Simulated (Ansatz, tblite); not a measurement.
# Sn19H28 ring sphere (Sn19H28): spin states and exact exchange

Aim: set other spin states of Sn19H28 ring sphere (Sn19H28) against its singlet, on many levels of theory.

Program: Ansatz 0.2.0, Gaussian basis. Level of theory: as each input shows. These are calculated values, not measurements.

Plan: triplet, at the geometry of the singlet (GFN1-xTB, GFN2-xTB, PBE0-D4/def2-SVP, PBE-D4/def2-SVP); the singlet's energies come from earlier runs.

3 further runs of the same task are left out: 1 for a known fault of the program, 2 set aside as unsound or not needed.

### Step 1. The relaxed structure

The geometry is that of the singlet, from an earlier relaxation (PBE-D4/def2-SVP).

47 atoms, charge 0, spin multiplicity 1.

Bond lengths: Sn1–Sn11 2.814 Å, Sn1–Sn12 2.827 Å, Sn1–H20 1.739 Å, Sn1–H21 1.738 Å, Sn2–Sn12 2.827 Å, Sn2–Sn13 2.814 Å, Sn2–H22 1.738 Å, Sn2–H23 1.739 Å, Sn3–Sn11 2.814 Å, Sn3–Sn15 2.827 Å, Sn3–H24 1.738 Å, Sn3–H25 1.739 Å, Sn4–Sn12 2.827 Å, Sn4–Sn15 2.827 Å, Sn4–Sn16 2.827 Å, Sn4–H26 1.746 Å, Sn5–Sn15 2.827 Å, Sn5–Sn17 2.814 Å and more. Angles: Sn11–Sn1–Sn12 112.7°, Sn11–Sn1–H20 110.6°, Sn11–Sn1–H21 108.7°, Sn12–Sn1–H20 109.7°, Sn12–Sn1–H21 108.2°, H20–Sn1–H21 106.8°, Sn12–Sn2–Sn13 112.6°, Sn12–Sn2–H22 108.1°, Sn12–Sn2–H23 109.7°, Sn13–Sn2–H22 108.8°, Sn13–Sn2–H23 110.6°, H22–Sn2–H23 106.8°, Sn11–Sn3–Sn15 112.6°, Sn11–Sn3–H24 108.6°, Sn11–Sn3–H25 110.6°, Sn15–Sn3–H24 108.2°, Sn15–Sn3–H25 109.8°, H24–Sn3–H25 106.8° and more.

Sn takes a core potential in the def2 sets. No spin-orbit coupling is included.

### Step 2. Triplet at the fixed geometry, GFN1-xTB

Tight binding, by tblite at 300 K electronic temperature and without a spin-polarisation term:

```python
tblite.interface.Calculator('GFN1-xTB', numbers, positions, charge=0, uhf=2).singlepoint()
```

Energy -1714.8353 eV; 0.36 s.

### Step 3. Triplet at the fixed geometry, GFN2-xTB

Tight binding, by tblite at 300 K electronic temperature and without a spin-polarisation term:

```python
tblite.interface.Calculator('GFN2-xTB', numbers, positions, charge=0, uhf=2).singlepoint()
```

Energy -1485.1124 eV; 0.72 s.

### Step 4. Triplet at the fixed geometry, PBE0-D4/def2-SVP

The input, in.yaml:

```yaml
crystal:
  periodic: [false, false, false]
  atoms:
    - {symbol: Sn, position_ang: [-4.189662, -0.929560, -2.334070]}
    - {symbol: Sn, position_ang: [-4.194022, 2.327150, 0.920504]}
    - {symbol: Sn, position_ang: [-0.924371, -4.195186, -2.328413]}
    - {symbol: Sn, position_ang: [-0.878315, -0.879181, 0.872609]}
    - {symbol: Sn, position_ang: [2.328437, -4.192216, 0.927351]}
    - {symbol: Sn, position_ang: [2.352942, -0.900155, -2.353309]}
    - {symbol: Sn, position_ang: [2.326690, -0.925796, 4.190480]}
    - {symbol: Sn, position_ang: [-0.898325, 2.349150, -2.354558]}
    - {symbol: Sn, position_ang: [2.348967, 2.349573, 0.897120]}
    - {symbol: Sn, position_ang: [-0.932026, 2.324043, 4.188561]}
    - {symbol: Sn, position_ang: [-2.703280, -2.711326, -3.926247]}
    - {symbol: Sn, position_ang: [-2.551893, 0.732052, -0.738110]}
    - {symbol: Sn, position_ang: [-2.709317, 3.921145, 2.702041]}
    - {symbol: Sn, position_ang: [0.783769, 0.780523, -3.986171]}
    - {symbol: Sn, position_ang: [0.735825, -2.552507, -0.735775]}
    - {symbol: Sn, position_ang: [0.730663, 0.731608, 2.548173]}
    - {symbol: Sn, position_ang: [3.923342, -2.704996, 2.705704]}
    - {symbol: Sn, position_ang: [3.983286, 0.783668, -0.784958]}
    - {symbol: Sn, position_ang: [0.783543, 3.981917, -0.787055]}
    - {symbol: H, position_ang: [-5.232899, 0.049703, -3.321931]}
    - {symbol: H, position_ang: [-5.217695, -1.851619, -1.278249]}
    - {symbol: H, position_ang: [-5.223697, 1.269999, 1.839347]}
    - {symbol: H, position_ang: [-5.235599, 3.313606, -0.061992]}
    - {symbol: H, position_ang: [-1.849433, -5.218089, -1.270317]}
    - {symbol: H, position_ang: [0.054297, -5.243391, -3.311580]}
    - {symbol: H, position_ang: [-1.885829, -1.889084, 1.879680]}
    - {symbol: H, position_ang: [1.269373, -5.216515, 1.849850]}
    - {symbol: H, position_ang: [3.312590, -5.238877, -0.052036]}
    - {symbol: H, position_ang: [3.359422, -1.910296, -3.357516]}
    - {symbol: H, position_ang: [1.271619, -1.849048, 5.218285]}
    - {symbol: H, position_ang: [3.312168, 0.055641, 5.233966]}
    - {symbol: H, position_ang: [-1.908127, 3.353785, -3.360898]}
    - {symbol: H, position_ang: [3.352896, 3.354706, 1.908759]}
    - {symbol: H, position_ang: [-1.855087, 1.265332, 5.212897]}
    - {symbol: H, position_ang: [0.045755, 3.309425, 5.235512]}
    - {symbol: H, position_ang: [-3.769731, -3.777434, -4.791546]}
    - {symbol: H, position_ang: [-1.802160, -1.812237, -5.103923]}
    - {symbol: H, position_ang: [-3.775218, 4.788735, 3.766747]}
    - {symbol: H, position_ang: [-1.807373, 5.096925, 1.801178]}
    - {symbol: H, position_ang: [-0.137123, -0.144536, -5.130282]}
    - {symbol: H, position_ang: [1.835009, 1.830923, -4.890350]}
    - {symbol: H, position_ang: [5.098360, -1.803783, 1.803133]}
    - {symbol: H, position_ang: [4.792241, -3.769153, 3.771105]}
    - {symbol: H, position_ang: [5.130654, -0.136122, 0.136951]}
    - {symbol: H, position_ang: [4.883340, 1.837137, -1.836803]}
    - {symbol: H, position_ang: [-0.140288, 5.127529, 0.132925]}
    - {symbol: H, position_ang: [1.836184, 4.883928, -1.838089]}
basis:
  gaussian: {orbitals: def2-SVP, fitting: {mean_field: def2-universal-jkfit}}
magnetization: {spin_polarized: true, initial_magnetization: 2}
hamiltonian: {xc: pbe0, dispersion: d4}
scf: {omitted_lower_state_checks: [starts]}
output: {orbitals: {seedname: orbitals}}
```

Launch:

```
$ ansatz run in.yaml --threads 5 --pin off --events-out ev --progress --plain --max-ram 66560MiB --backend cuda --devices 0, --max-vram 37GiB
```

Output:

```text
Functional definition: PBE0
  name "PBE0"
  cite "Adamo & Barone, J. Chem. Phys. 110, 6158 (1999) doi:10.1063/1.478522"
  cite "Perdew, Burke & Ernzerhof, Phys. Rev. Lett. 77, 3865 (1996) doi:10.1103/PhysRevLett.77.3865"
  parent pbe
  parameter a = 0.25
  parameter kappa = 0.804
  parameter beta = 0.06672455060314922
  exchange = (1 - a)*pbe_x(kappa = kappa, mu = beta*pi^2/3) + a*exact_x
  correlation = pbe_c(beta = beta)
these checks for a lower state are left out or cut short: starts
4646 factors; integrals over basis functions are off by at most 3.4e-1 eV
mean field evaluation 1: about -111259.5889 eV, gradient 1.9e1 eV
mean field evaluation 2: about -111259.1322 eV, gradient 2.0e1 eV
mean field evaluation 4: about -111261.8894 eV, gradient 2.4e0 eV
mean field evaluation 8: about -111261.9304 eV, gradient 5.1e-1 eV
mean field evaluation 16: about -111261.9343 eV, gradient 2.9e-2 eV
mean field evaluation 32: about -111262.0395 eV, gradient 1.7e-5 eV
mean field -111262.03954369 eV, -4088.8045371117 hartree, gradient 7.5e-6 eV, S^2 2.006518; 0 other end points of the search recorded, 0 dependent functions left out
reference -111262.03964094 eV, -4088.8045406855 hartree; 224, 222 occupied and 410, 412 virtual orbitals, 4646 factors
Total energy: -111265.03584689 eV, -4088.9146492231 hartree
Checks for a lower state left out: starts
```

Wall time 52 s (1 × H100 (card shared with other runs) with 5 threads of AMD EPYC 7R13, shared host); peak host memory 1.4 GiB.

From the report: HOMO -3.26 eV, LUMO -5.62 eV (over both spins; with the spin held, an empty level of the minority spin lies below the top filled one); ⟨S²⟩ 2.007 (pure: 2.00).

### Step 5. Triplet at the fixed geometry, PBE-D4/def2-SVP

start.molden holds the orbitals of an earlier run on this state, given as this run's starting guess.

Edit in.yaml of step 4 so:

```diff
@@ -51,5 +51,5 @@
 basis:
-  gaussian: {orbitals: def2-SVP, fitting: {mean_field: def2-universal-jkfit}}
+  gaussian: {orbitals: def2-SVP, fitting: {mean_field: def2-universal-jkfit}, initial_orbitals: start.molden}
 magnetization: {spin_polarized: true, initial_magnetization: 2}
-hamiltonian: {xc: pbe0, dispersion: d4}
+hamiltonian: {xc: pbe, dispersion: d4}
 scf: {omitted_lower_state_checks: [starts]}
```

Launched as before.

Output, cut to the lines that bear on the results:

```text
Functional definition: PBE
  name "PBE"
  cite "Perdew, Burke & Ernzerhof, Phys. Rev. Lett. 77, 3865 (1996) doi:10.1103/PhysRevLett.77.3865"
  parent pbe
[...]
4646 factors; integrals over basis functions are off by at most 3.4e-1 eV
[...]
mean field -111256.01243322 eV, -4088.5830448870 hartree, gradient 2.1e-6 eV, S^2 2.001883; 0 other end points of the search recorded, 0 dependent functions left out
reference -111256.01256303 eV, -4088.5830496575 hartree; 224, 222 occupied and 410, 412 virtual orbitals, 4646 factors
Total energy: -111259.23273710 eV, -4088.7013888718 hartree
Checks for a lower state left out: starts
```

Wall time 76 s (1 × H100 (card shared with other runs) with 5 threads of AMD EPYC 7R13, shared host); peak host memory 1.5 GiB.

From the report: HOMO -3.03 eV, LUMO -5.78 eV (over both spins; with the spin held, an empty level of the minority spin lies below the top filled one); ⟨S²⟩ 2.002 (pure: 2.00).

### Step 6. Triplet less singlet, vertical

The singlet's energies are those of its earlier runs, whose logs aren't repeated here.

```
           level  triplet less singlet, vertical (eV)     time
        GFN1-xTB                               +1.407   0.62 s
        GFN2-xTB                               +0.864    1.3 s
 PBE-D4/def2-SVP                               +2.806  1.7 min
PBE0-D4/def2-SVP                               +3.406     76 s
```

Times add the two runs; a level without a time comes out of a correlated run. Tight binding without a spin term can't rank spin states.

### Step 7. Outcome

| quantity | value |
| --- | --- |
| triplet less singlet, vertical, functionals in def2-SVP | +2.806 (PBE-D4) to +3.406 eV (PBE0-D4) |

All functionals put the triplet above the singlet, over a spread of 0.600 eV. The checks for a lower triplet were left out, so another state of that spin may lie lower. These are electronic energies, without zero-point motion, entropy or surroundings.
